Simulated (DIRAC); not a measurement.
**BrF (SMILES FBr) at PBE0/dyall-v2z (Levy-Leblond, uncontracted yes)**

Aim: a point of an energy scan of BrF. 

The results are computed with DIRAC 26.1 (patched).

19 further runs of the same task are left out: 19 set aside as unsound or not needed. Runs told in other sessions of the task aren't counted.

### 1 Starting point

BrF has 2 atoms, charge 0, and is taken as a singlet. SMILES: `FBr`.

Bond lengths: F1–Br2 1.870 Å.

### 2 A point of an energy scan at PBE0/dyall-v2z (Levy-Leblond, uncontracted yes)

Input file mol.mol:

```
DIRAC
BrF

C   2              A
        9.    1
F         0.00000000      0.00000000      0.00000000
LARGE BASIS dyall.v2z
       35.    1
Br        0.00000000      0.00000000      1.86968422
LARGE BASIS dyall.v2z
FINISH
```

Input file scf.inp:

```
**DIRAC
.TITLE
 BrF
.WAVE FUNCTION
**HAMILTONIAN
.LEVY-LEBLOND
.DFT
PBE0
**INTEGRALS
*READIN
.UNCONTRACT
**GRID
.ULTRAFINE
**WAVE FUNCTION
.SCF
*END OF
```

Run with:

```
$ pam --inp=scf.inp --mol=mol.mol --noarch --mw=163 --aw=368
```

Output:

```text
SCF - CYCLE
                                   -----------

* Convergence on norm of error vector (gradient).
  Desired convergence:1.000D-07
  Allowed convergence:1.000D-06

* ERGVAL - convergence in total energy
* FCKVAL - convergence in maximum change in total Fock matrix
* EVCVAL - convergence in error vector (gradient)
--------------------------------------------------------------------------------------------------------------------------------
           Energy               ERGVAL    FCKVAL    EVCVAL      Conv.acc    CPU          Integrals
--------------------------------------------------------------------------------------------------------------------------------
It.    1    -1457.917390107      0.00D+00  0.00D+00  0.00D+00               0.02721100s   Atom. scrpot
It.    2    -2673.403881671      1.22D+03 -1.49D+01  3.30D+00               0.58700000s   LL
It.    3    -2673.049278255     -3.55D-01  1.43D+00  2.19D+00   DIIS   2    0.38600000s   LL
It.    4    -2673.212988669      1.64D-01  1.62D+00  1.57D+00   DIIS   3    0.37500000s   LL
It.    5    -2673.574600216      3.62D-01 -9.00D-01  3.03D-01   DIIS   4    0.37200000s   LL
It.    6    -2673.581973504      7.37D-03  1.70D-01  9.19D-02   DIIS   5    0.37600000s   LL
It.    7    -2673.582967841      9.94D-04 -5.33D-02  1.92D-02   DIIS   6    0.37200000s   LL
It.    8    -2673.583046619      7.88D-05  9.90D-03  1.83D-03   DIIS   7    0.37100000s   LL
It.    9    -2673.583047112      4.94D-07  5.22D-04  2.81D-04   DIIS   8    0.39100000s   LL
It.   10    -2673.583047126      1.40D-08  6.79D-05  7.49D-05   DIIS   9    0.38700000s   LL
It.   11    -2673.583047127      6.67D-10 -3.71D-05  6.20D-06   DIIS   9    0.38400000s   LL
It.   12    -2673.583047127     -2.73D-12  3.11D-06  8.26D-07   DIIS   9    0.37900000s   LL
It.   13    -2673.583047127     -7.96D-11 -3.48D-07  7.58D-08   DIIS   9    0.37300000s   LL
--------------------------------------------------------------------------------------------------------------------------------
* Convergence after   13 iterations.
      No 2-ints    :    0.02800000s
      LL           :    0.39608333s

                                   TOTAL ENERGY
                                   ------------

   Charge of molecule : 0

   Electronic energy                        :    -2762.7375789663001

   Other contributions to the total energy
   Nuclear repulsion energy                 :       89.1545318392643

   Sum of all contributions to the energy
   Total energy                             :    -2673.5830471270360

                                   Eigenvalues
                                   -----------

* Boson symmetry A1
  * Closed shell, f = 1.0000
    -483.272369373  ( 2)        -62.692524709  ( 2)        -56.467234946  ( 2)        -24.797951033  ( 2)         -8.846847853  ( 2)
      -6.666329306  ( 2)         -2.750141768  ( 2)         -2.723831936  ( 2)         -1.218535105  ( 2)         -0.823046850  ( 2)
      -0.508934884  ( 2)
  * Virtual eigenvalues, f = 0.0000
      -0.159282714  ( 2)          0.441672252  ( 2)          0.465236473  ( 2)          0.551428360  ( 2)          0.561893859  ( 2)
       0.740578181  ( 2)          1.237359515  ( 2)          2.890520790  ( 2)          3.446143509  ( 2)          3.517646159  ( 2)
       3.658669804  ( 2)          4.073201571  ( 2)          5.645905792  ( 2)          5.727726479  ( 2)          8.203126752  ( 2)
      11.037900493  ( 2)         14.422865945  ( 2)         14.578891711  ( 2)         27.152957024  ( 2)         28.820804737  ( 2)
      41.833503444  ( 2)         47.582645193  ( 2)         47.691588138  ( 2)         62.820059557  ( 2)        108.498981340  ( 2)
     110.059209965  ( 2)        155.759079465  ( 2)        155.835839207  ( 2)        193.724096742  ( 2)        337.057264878  ( 2)
     362.864947427  ( 2)        403.513636215  ( 2)        591.517601769  ( 2)        591.565412704  ( 2)       1198.744161862  ( 2)
    1327.853833606  ( 2)       1520.276177966  ( 2)       4373.606429668  ( 2)       4459.527260191  ( 2)       6603.380168531  ( 2)
   14614.463874598  ( 2)      21820.029699146  ( 2)      40382.040152774  ( 2)      50537.994551717  ( 2)     197333.732989153  ( 2)
  956094.969345308  ( 2)    7076450.107336673  ( 2)

* Boson symmetry B1
  * Closed shell, f = 1.0000
     -56.459643933  ( 2)         -6.641933655  ( 2)         -2.743451684  ( 2)         -0.463563319  ( 2)         -0.335726233  ( 2)
  * Virtual eigenvalues, f = 0.0000
       0.459885450  ( 2)          0.534987110  ( 2)          0.693714570  ( 2)          2.861446585  ( 2)          3.420091479  ( 2)
       3.774317840  ( 2)          5.614953107  ( 2)         10.974757451  ( 2)         14.432716227  ( 2)         28.792191455  ( 2)
      41.790747495  ( 2)         47.589237954  ( 2)        108.478735888  ( 2)        155.765148055  ( 2)        193.692770593  ( 2)
     362.845856311  ( 2)        591.522334688  ( 2)       1198.727729257  ( 2)       4373.593204898  ( 2)      21820.020614446  ( 2)

* Boson symmetry B2
  * Closed shell, f = 1.0000
     -56.459643933  ( 2)         -6.641933655  ( 2)         -2.743451684  ( 2)         -0.463563319  ( 2)         -0.335726233  ( 2)
  * Virtual eigenvalues, f = 0.0000
       0.459885450  ( 2)          0.534987110  ( 2)          0.693714570  ( 2)          2.861446585  ( 2)          3.420091479  ( 2)
       3.774317840  ( 2)          5.614953107  ( 2)         10.974757451  ( 2)         14.432716227  ( 2)         28.792191455  ( 2)
      41.790747495  ( 2)         47.589237954  ( 2)        108.478735888  ( 2)        155.765148055  ( 2)        193.692770593  ( 2)
     362.845856311  ( 2)        591.522334688  ( 2)       1198.727729257  ( 2)       4373.593204898  ( 2)      21820.020614446  ( 2)

* Boson symmetry A2
  * Closed shell, f = 1.0000
      -2.723831936  ( 2)
  * Virtual eigenvalues, f = 0.0000
       0.551428360  ( 2)          3.517646122  ( 2)          3.658669803  ( 2)         14.422865945  ( 2)         47.582645193  ( 2)
     155.759079465  ( 2)        591.517601769  ( 2)

* Occupation in fermion symmetry E1
  * Inactive orbitals
      A1   A1   A1   B1   B2   A1   A1   A1   B1   B2   A1   B1   B2   A1   A2   A1   A1   A1
      B2   B1   B2   B1
  * Virtual orbitals
      A1   A1   B1   B2   A1   B2   B1   A1   A2   A1   B1   B2   A1   A1   B1   B2   A1   B1
      B2   A1   A2   A1   A2   A1   B1   B2   A1   B2   B1   A1   A1   A1   B1   B2   A1   A2
      A1   B2   B1   A1   A1   B2   B1   A1   B1   B2   A1   A2   A1   B2   B1   A1   A1   B1
      B2   A1   A1   A2   A1   B1   B2   A1   B2   B1   A1   A1   B1   B2   A1   A1   A2   A1
      B2   B1   A1   B1   B2   A1   A1   A1   B2   B1   A1   A1   A1   A1   B1   B2   A1   A1
      A1   A1   A1   A1

* Occupation of subblocks
                       E1 :  A1   B1   B2   A2
  closed shells (f=1.0000):   11    5    5    1
 virtual shells (f=0.0000):   47   20   20    7
tot.num. of pos.erg shells:   58   25   25    8

* HOMO - LUMO gap:

    E(LUMO) :    -0.15928271 au (symmetry A1 )
  - E(HOMO) :    -0.33572623 au (symmetry B1 )
  ------------------------------------------
    gap     :     0.17644352 au

 * Closing HDF5 checkpoint file
    - Checkpoint file contains all required data, can be used for restarts
    - Checkpoint file closed

*****************************************************
********** E N D   of   D I R A C  output  **********
*****************************************************

>>>> Total WALL time used in DIRAC: 5s
```

Run time: 5.1 s. Hardware: 1 thread of Arm Neoverse V2, shared host; peak memory 0.077 GiB.

### 3 Outcome

At PBE0/dyall-v2z (Levy-Leblond, uncontracted yes):

```
     quantity           value
 total energy  -2673.58305 Eh
  HOMO energy        -9.14 eV
  LUMO energy        -4.33 eV
HOMO–LUMO gap         4.80 eV
```
